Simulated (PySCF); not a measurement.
**Sc⁺: excitation energy in x2c-QZVPPall plus 1 even-tempered diffuse shell per l**

Wanted: the excitation energy of scandium, up a ladder of methods.

Method: unrestricted determinants in a Gaussian basis, no spin-orbit coupling in the energies. Code: PySCF 2.14.0.

## 1. Starting point

| Quantity | Value |
| --- | --- |
| Element | scandium (Z = 21) |
| Basis | x2c-QZVPPall with one added diffuse shell each of s, p, d, f, g type (12s8p6d4f3g, 121 functions) |
| Hamiltonian | scalar relativity by spin-free X2C-1e |
| State 1 | Sc⁺: [Ar] 4s1 5s1, high-spin 3S determinant (an excited configuration) |
| Needed too, but not shown | Sc⁺ [Ar] 3d1 4s1 (3D) |
| Methods | UHF, LDA, PBE, PBE0, r2SCAN, wB97M-V, M06, BHandHLYP, MP2 |
| Core shells frozen in the correlated runs | valence: [Ar]; valence and next inner shell: [Ne] (for Sc⁺) |

The outer shells:

Sc+ [Ar] 4s1 5s1
```
[Ar] core
4s [↑ ]
5s [↑ ]
```

The runs were made by one driver on top of PySCF. The scripts below sum up each run's settings (the driver also hands on starting orbitals that pick excited configurations, and frozen orbitals as a list rather than a count), and the logs come from the driver's own runs. The driver starts from symmetry-adapted Hartree-Fock orbitals, holds the occupation by maximum overlap and uses a logarithmic radial grid for functionals, so a plain start would take other cycles.

The integrals over 121 functions and the set-up took 2.4 s of CPU time.

## 2. Sc⁺ [Ar] 4s1 5s1: the ladder of methods

Level: UHF.

File input.py:

```python
from pyscf import gto, scf, dft, mp, cc
import basis_set_exchange as bse
mol = gto.M(atom="Sc 0 0 0", charge=1, spin=2, symmetry="D2h",
            basis=gto.basis.parse(bse.get_basis("x2c-QZVPPall", elements=["Sc"], fmt="nwchem", augment_diffuse=1)),
            nucmod="G")
mf = scf.UHF(mol).sfx2c1e()
mf.irrep_nelec = {'Ag': (5, 3), 'B1u': (2, 2), 'B2u': (2, 2), 'B3u': (2, 2)}
mf.kernel()
```

Output:

```text
damping factor = 0
level_shift factor = 0
DIIS = <class 'pyscf.scf.diis.CDIIS'>
diis_start_cycle = 1
diis_space = 10
diis_damp = 0
SCF conv_tol = 1e-09
SCF conv_tol_grad = None
number electrons alpha = 11  beta = 9
cycle= 1 E= -762.760897013469  delta_E= -6.87e-11  |g|= 1.55e-06  |ddm|= 0.000497
converged SCF energy = -762.760897013469  <S^2> = 2.0001964  2S+1 = 3.0001309
```

It used 3.9 s of CPU time after the integrals (shared host).

Orbital energies by shell (radii are means over both spins):

| shell | electrons | mean orbital energy (eV) | spread (eV) | rms radius (bohr) |
| --- | --- | --- | --- | --- |
| 1s α | 1 | -4557.5 | 0 | 0.0844 |
| 1s β | 1 | -4557.3 | 0 | 0.0844 |
| 2s α | 1 | -542.88 | 0 | 0.370 |
| 2s β | 1 | -542.63 | 0 | 0.370 |
| 2p α | 3 | -445.37 | 0 | 0.340 |
| 2p β | 3 | -445.28 | 0 | 0.340 |
| 3s α | 1 | -87.910 | 0 | 1.13 |
| 3s β | 1 | -87.341 | 0 | 1.13 |
| 3p α | 3 | -59.485 | 0 | 1.23 |
| 3p β | 3 | -59.259 | 0 | 1.23 |
| 4s α | 1 | -16.922 | 0 | 3.19 |
| 5s α | 1 | -5.985 | 0 | 7.43 |

⟨S²⟩ = 2.000, ⟨L²⟩ = 0.00.

Level: LDA.

Changes to input.py:

```diff
@@ -5,3 +5,3 @@
             nucmod="G")
-mf = scf.UHF(mol).sfx2c1e()
+mf = dft.UKS(mol, xc="LDA,VWN").sfx2c1e()
 mf.irrep_nelec = {'Ag': (5, 3), 'B1u': (2, 2), 'B2u': (2, 2), 'B3u': (2, 2)}
```

Output:

```text
damping factor = 0
level_shift factor = 0
DIIS = <class 'pyscf.scf.diis.CDIIS'>
diis_start_cycle = 1
diis_space = 10
diis_damp = 0
SCF conv_tol = 1e-09
SCF conv_tol_grad = None
number electrons alpha = 11  beta = 9
XC functionals = LDA,VWN
    P. A. M. Dirac.,  Math. Proc. Cambridge Philos. Soc. 26, 376 (1930)
    F. Bloch.,  Z. Phys. 57, 545 (1929)
    S. H. Vosko, L. Wilk, and M. Nusair.,  Can. J. Phys. 58, 1200 (1980)
cycle= 1 E= -761.59762525456  delta_E= -0.0161  |g|= 0.0313  |ddm|= 1.25
cycle= 2 E= -761.597649556963  delta_E= -2.43e-05  |g|= 0.00299  |ddm|= 0.15
cycle= 3 E= -761.597650863434  delta_E= -1.31e-06  |g|= 0.000751  |ddm|= 0.0185
cycle= 4 E= -761.597650991683  delta_E= -1.28e-07  |g|= 0.000133  |ddm|= 0.00383
cycle= 5 E= -761.597650993333  delta_E= -1.65e-09  |g|= 1.05e-06  |ddm|= 0.000411
cycle= 6 E= -761.597650993336  delta_E= -3.3e-12  |g|= 6.64e-08  |ddm|= 8.11e-05
converged SCF energy = -761.597650993336  <S^2> = 2.000101  2S+1 = 3.0000673
```

It used 2.1 s of CPU time after the integrals (shared host).

Level: PBE.

Changes to input.py:

```diff
@@ -5,3 +5,3 @@
             nucmod="G")
-mf = dft.UKS(mol, xc="LDA,VWN").sfx2c1e()
+mf = dft.UKS(mol, xc="PBE").sfx2c1e()
 mf.irrep_nelec = {'Ag': (5, 3), 'B1u': (2, 2), 'B2u': (2, 2), 'B3u': (2, 2)}
```

Output:

```text
damping factor = 0
level_shift factor = 0
DIIS = <class 'pyscf.scf.diis.CDIIS'>
diis_start_cycle = 1
diis_space = 10
diis_damp = 0
SCF conv_tol = 1e-09
SCF conv_tol_grad = None
number electrons alpha = 11  beta = 9
XC functionals = PBE
    J. P. Perdew, K. Burke, and M. Ernzerhof.,  Phys. Rev. Lett. 77, 3865 (1996)
    J. P. Perdew, K. Burke, and M. Ernzerhof.,  Phys. Rev. Lett. 78, 1396 (1997)
    J. P. Perdew, K. Burke, and M. Ernzerhof.,  Phys. Rev. Lett. 77, 3865 (1996)
    J. P. Perdew, K. Burke, and M. Ernzerhof.,  Phys. Rev. Lett. 78, 1396 (1997)
cycle= 1 E= -763.361326550324  delta_E= -0.0091  |g|= 0.0134  |ddm|= 0.998
cycle= 2 E= -763.361368668654  delta_E= -4.21e-05  |g|= 0.00691  |ddm|= 0.105
cycle= 3 E= -763.361376827006  delta_E= -8.16e-06  |g|= 0.000231  |ddm|= 0.0314
cycle= 4 E= -763.361376887075  delta_E= -6.01e-08  |g|= 5.52e-05  |ddm|= 0.0127
cycle= 5 E= -763.361376889922  delta_E= -2.85e-09  |g|= 4.14e-06  |ddm|= 0.00286
cycle= 6 E= -763.361376889976  delta_E= -5.42e-11  |g|= 1.04e-07  |ddm|= 0.00055
converged SCF energy = -763.361376889976  <S^2> = 2.0000868  2S+1 = 3.0000579
```

It used 2.6 s of CPU time after the integrals (shared host).

Level: PBE0.

Changes to input.py:

```diff
@@ -5,3 +5,3 @@
             nucmod="G")
-mf = dft.UKS(mol, xc="PBE").sfx2c1e()
+mf = dft.UKS(mol, xc="PBE0").sfx2c1e()
 mf.irrep_nelec = {'Ag': (5, 3), 'B1u': (2, 2), 'B2u': (2, 2), 'B3u': (2, 2)}
```

Output:

```text
damping factor = 0
level_shift factor = 0
DIIS = <class 'pyscf.scf.diis.CDIIS'>
diis_start_cycle = 1
diis_space = 10
diis_damp = 0
SCF conv_tol = 1e-09
SCF conv_tol_grad = None
number electrons alpha = 11  beta = 9
XC functionals = PBE0
    C. Adamo and V. Barone.,  J. Chem. Phys. 110, 6158 (1999)
    M. Ernzerhof and G. E. Scuseria.,  J. Chem. Phys. 110, 5029 (1999)
cycle= 1 E= -763.402276142775  delta_E= -0.00514  |g|= 0.0119  |ddm|= 0.74
cycle= 2 E= -763.402322686997  delta_E= -4.65e-05  |g|= 0.00428  |ddm|= 0.14
cycle= 3 E= -763.402326389929  delta_E= -3.7e-06  |g|= 0.000326  |ddm|= 0.0344
cycle= 4 E= -763.40232670847  delta_E= -3.19e-07  |g|= 7.29e-05  |ddm|= 0.0192
cycle= 5 E= -763.402326728451  delta_E= -2e-08  |g|= 8.34e-06  |ddm|= 0.00616
cycle= 6 E= -763.402326728635  delta_E= -1.84e-10  |g|= 4.26e-07  |ddm|= 0.000745
converged SCF energy = -763.402326728635  <S^2> = 2.0000927  2S+1 = 3.0000618
```

CPU time 3.9 s on a shared host, the integrals not counted.

Level: r2SCAN.

Changes to input.py:

```diff
@@ -5,3 +5,3 @@
             nucmod="G")
-mf = dft.UKS(mol, xc="PBE0").sfx2c1e()
+mf = dft.UKS(mol, xc="R2SCAN").sfx2c1e()
 mf.irrep_nelec = {'Ag': (5, 3), 'B1u': (2, 2), 'B2u': (2, 2), 'B3u': (2, 2)}
```

Output:

```text
damping factor = 0
level_shift factor = 0
DIIS = <class 'pyscf.scf.diis.CDIIS'>
diis_start_cycle = 1
diis_space = 10
diis_damp = 0
SCF conv_tol = 1e-09
SCF conv_tol_grad = None
number electrons alpha = 11  beta = 9
XC functionals = R2SCAN
    J. W. Furness, A. D. Kaplan, J. Ning, J. P. Perdew, and J. Sun.,  J. Phys. Chem. Lett. 11, 8208-8215 (2020)
    J. W. Furness, A. D. Kaplan, J. Ning, J. P. Perdew, and J. Sun.,  J. Phys. Chem. Lett. 11, 9248-9248 (2020)
    J. W. Furness, A. D. Kaplan, J. Ning, J. P. Perdew, and J. Sun.,  J. Phys. Chem. Lett. 11, 8208-8215 (2020)
    J. W. Furness, A. D. Kaplan, J. Ning, J. P. Perdew, and J. Sun.,  J. Phys. Chem. Lett. 11, 9248-9248 (2020)
cycle= 1 E= -763.53536225363  delta_E= -0.00455  |g|= 0.00986  |ddm|= 0.944
cycle= 2 E= -763.535391030355  delta_E= -2.88e-05  |g|= 0.00339  |ddm|= 0.17
cycle= 3 E= -763.535393264293  delta_E= -2.23e-06  |g|= 0.000343  |ddm|= 0.0302
cycle= 4 E= -763.535393435983  delta_E= -1.72e-07  |g|= 4.13e-05  |ddm|= 0.0164
cycle= 5 E= -763.535393439856  delta_E= -3.87e-09  |g|= 3.16e-06  |ddm|= 0.00308
cycle= 6 E= -763.535393439859  delta_E= -3.07e-12  |g|= 3.22e-07  |ddm|= 6.88e-05
converged SCF energy = -763.535393439859  <S^2> = 2.0003009  2S+1 = 3.0002006
```

It used 6.1 s of CPU time after the integrals (shared host).

Level: wB97M-V.

Changes to input.py:

```diff
@@ -5,3 +5,3 @@
             nucmod="G")
-mf = dft.UKS(mol, xc="R2SCAN").sfx2c1e()
+mf = dft.UKS(mol, xc="WB97M_V").sfx2c1e()
 mf.irrep_nelec = {'Ag': (5, 3), 'B1u': (2, 2), 'B2u': (2, 2), 'B3u': (2, 2)}
```

Output:

```text
damping factor = 0
level_shift factor = 0
DIIS = <class 'pyscf.scf.diis.CDIIS'>
diis_start_cycle = 1
diis_space = 10
diis_damp = 0
SCF conv_tol = 1e-09
SCF conv_tol_grad = None
number electrons alpha = 11  beta = 9
XC functionals = WB97M_V
    N. Mardirossian and M. Head-Gordon.,  J. Chem. Phys. 144, 214110 (2016)
NLC functional = WB97M_V
cycle= 1 E= -763.536768275774  delta_E= -0.00341  |g|= 0.0192  |ddm|= 2.78
cycle= 2 E= -763.537285506074  delta_E= -0.000517  |g|= 0.00351  |ddm|= 1.35
cycle= 3 E= -763.537296055393  delta_E= -1.05e-05  |g|= 0.00039  |ddm|=  0.1
cycle= 4 E= -763.537296276782  delta_E= -2.21e-07  |g|= 7.53e-05  |ddm|= 0.0326
cycle= 5 E= -763.537296282124  delta_E= -5.34e-09  |g|= 5.88e-06  |ddm|= 0.00264
cycle= 6 E= -763.537296282144  delta_E= -2.05e-11  |g|= 1.43e-06  |ddm|= 0.00012
converged SCF energy = -763.537296282144  <S^2> = 2.0000593  2S+1 = 3.0000395
```

CPU time 11 s on a shared host, the integrals not counted.

Level: M06.

Changes to input.py:

```diff
@@ -5,3 +5,3 @@
             nucmod="G")
-mf = dft.UKS(mol, xc="WB97M_V").sfx2c1e()
+mf = dft.UKS(mol, xc="M06").sfx2c1e()
 mf.irrep_nelec = {'Ag': (5, 3), 'B1u': (2, 2), 'B2u': (2, 2), 'B3u': (2, 2)}
```

Output:

```text
damping factor = 0
level_shift factor = 0
DIIS = <class 'pyscf.scf.diis.CDIIS'>
diis_start_cycle = 1
diis_space = 10
diis_damp = 0
SCF conv_tol = 1e-09
SCF conv_tol_grad = None
number electrons alpha = 11  beta = 9
XC functionals = M06
    Y. Zhao and D. G. Truhlar.,  Theor. Chem. Acc. 120, 215 (2008)
    Y. Zhao and D. G. Truhlar.,  Theor. Chem. Acc. 120, 215 (2008)
cycle= 1 E= -763.574179599827  delta_E= -0.00663  |g|= 0.0198  |ddm|= 4.64
cycle= 2 E= -763.574599372376  delta_E= -0.00042  |g|= 0.0105  |ddm|= 4.15
cycle= 3 E= -763.574878137522  delta_E= -0.000279  |g|= 0.00107  |ddm|= 1.36
cycle= 4 E= -763.574882134343  delta_E= -4e-06  |g|= 0.000434  |ddm|= 0.209
cycle= 5 E= -763.574882679107  delta_E= -5.45e-07  |g|= 8.45e-05  |ddm|= 0.0667
cycle= 6 E= -763.574882685882  delta_E= -6.78e-09  |g|= 1.15e-05  |ddm|= 0.00762
cycle= 7 E= -763.574882686307  delta_E= -4.25e-10  |g|= 5.67e-06  |ddm|= 0.00107
converged SCF energy = -763.574882686307  <S^2> = 2.0004366  2S+1 = 3.0002911
```

It used 7.1 s of CPU time after the integrals (shared host).

Level: BHandHLYP.

Changes to input.py:

```diff
@@ -5,3 +5,3 @@
             nucmod="G")
-mf = dft.UKS(mol, xc="M06").sfx2c1e()
+mf = dft.UKS(mol, xc="BHANDHLYP").sfx2c1e()
 mf.irrep_nelec = {'Ag': (5, 3), 'B1u': (2, 2), 'B2u': (2, 2), 'B3u': (2, 2)}
```

Output:

```text
damping factor = 0
level_shift factor = 0
DIIS = <class 'pyscf.scf.diis.CDIIS'>
diis_start_cycle = 1
diis_space = 10
diis_damp = 0
SCF conv_tol = 1e-09
SCF conv_tol_grad = None
number electrons alpha = 11  beta = 9
XC functionals = BHANDHLYP
    A. D. Becke.,  J. Chem. Phys. 98, 1372 (1993)
    Defined through Gaussian implementation.
cycle= 1 E= -763.595860855277  delta_E= -0.00306  |g|= 0.0124  |ddm|= 0.513
cycle= 2 E= -763.59590435842  delta_E= -4.35e-05  |g|= 0.00288  |ddm|= 0.14
cycle= 3 E= -763.595907552323  delta_E= -3.19e-06  |g|= 0.000412  |ddm|= 0.0397
cycle= 4 E= -763.595908045027  delta_E= -4.93e-07  |g|= 7.68e-05  |ddm|= 0.0196
cycle= 5 E= -763.595908085586  delta_E= -4.06e-08  |g|= 6.55e-06  |ddm|= 0.00701
cycle= 6 E= -763.595908085844  delta_E= -2.59e-10  |g|= 5.76e-07  |ddm|= 0.000572
converged SCF energy = -763.595908085844  <S^2> = 2.0000293  2S+1 = 3.0000195
```

It used 4.2 s of CPU time after the integrals (shared host).

Level: MP2 (valence).

Changes to input.py:

```diff
@@ -5,4 +5,5 @@
             nucmod="G")
-mf = dft.UKS(mol, xc="BHANDHLYP").sfx2c1e()
+mf = scf.UHF(mol).sfx2c1e()
 mf.irrep_nelec = {'Ag': (5, 3), 'B1u': (2, 2), 'B2u': (2, 2), 'B3u': (2, 2)}
 mf.kernel()
+mp.UMP2(mf, frozen=9).kernel()
```

The driver printed no log here.

CPU time 0.36 s on a shared host, the integrals not counted.

With 2 electrons correlated, the MP2 correlation energy is -0.00352 hartree (-0.00352 same spin, 0.00000 opposite spin); the SCS form gives -0.00117. Largest pairs of shells: 4s-5s -0.0035, 4s-4s 0.0000, 5s-5s 0.0000.

## 3. Sc⁺ [Ar] 4s1 5s1, continued

Level: MP2 (valence and next inner shell).

Changes to input.py since step 2:

```diff
@@ -8,2 +8,2 @@
 mf.kernel()
-mp.UMP2(mf, frozen=9).kernel()
+mp.UMP2(mf, frozen=5).kernel()
```

The driver printed no log here.

CPU time 1.3 s on a shared host, the integrals not counted.

With 10 electrons correlated, the MP2 correlation energy is -0.23512 hartree (-0.06779 same spin, -0.16733 opposite spin); the SCS form gives -0.22339. Largest pairs of shells: 3p-3p -0.1602, 3s-3p -0.0357, 3p-4s -0.0221, 3s-3s -0.0082, 3p-5s -0.0037.

Radial density 4πr²ρ of Sc⁺ at UHF:

| r (bohr) | density | spin density |
| --- | --- | --- |
| 0.00121 | 0.139 | 0.000 |
| 0.00203 | 0.362 | 0.000 |
| 0.00342 | 0.925 | 0.001 |
| 0.00574 | 2.27 | 0.002 |
| 0.00966 | 5.26 | 0.004 |
| 0.0163 | 11.0 | 0.008 |
| 0.0273 | 19.1 | 0.014 |
| 0.0460 | 24.8 | 0.013 |
| 0.0773 | 21.6 | 0.001 |
| 0.130 | 18.7 | 0.005 |
| 0.219 | 26.1 | 0.040 |
| 0.368 | 17.5 | 0.004 |
| 0.619 | 6.68 | 0.073 |
| 1.04 | 8.33 | 0.037 |
| 1.75 | 2.24 | 0.179 |
| 2.95 | 0.496 | 0.453 |
| 4.96 | 0.170 | 0.170 |
| 8.34 | 0.144 | 0.144 |
| 14.0 | 0.00376 | 0.004 |

## 4. Differences of total energies

Excitation energy: Sc⁺ [Ar] 3d1 4s1 (3D) → Sc⁺ [Ar] 4s1 5s1 (3S).

| method | value (eV) |
| --- | --- |
| UHF | 9.185 |
| LDA | 10.295 |
| PBE | 10.257 |
| PBE0 | 10.152 |
| wB97M-V | 9.947 |
| BHandHLYP | 10.077 |
| MP2 (valence) | 9.183 |
| SCS-MP2 (valence) | 9.184 |
| MP2 (valence and next inner shell) | 9.424 |
| SCS-MP2 (valence and next inner shell) | 9.437 |

A first-order spin-orbit estimate (lowest level to lowest level, LS coupling) adds 0.017 eV.

The differences also use runs on Sc⁺ [Ar] 3d1 4s1 (3D), which are not shown here.

## 5. Results

| quantity | value |
| --- | --- |
| excitation energy, Sc⁺ → [Ar] 4s1 5s1 | UHF 9.185, MP2 (valence and next inner shell) 9.424 eV |

What this shows: The methods span 1.112 eV, from MP2 (valence) (9.183) to LDA (10.295). No reference value is at hand in this session. All values hold for this basis alone; no basis-set limit was taken.
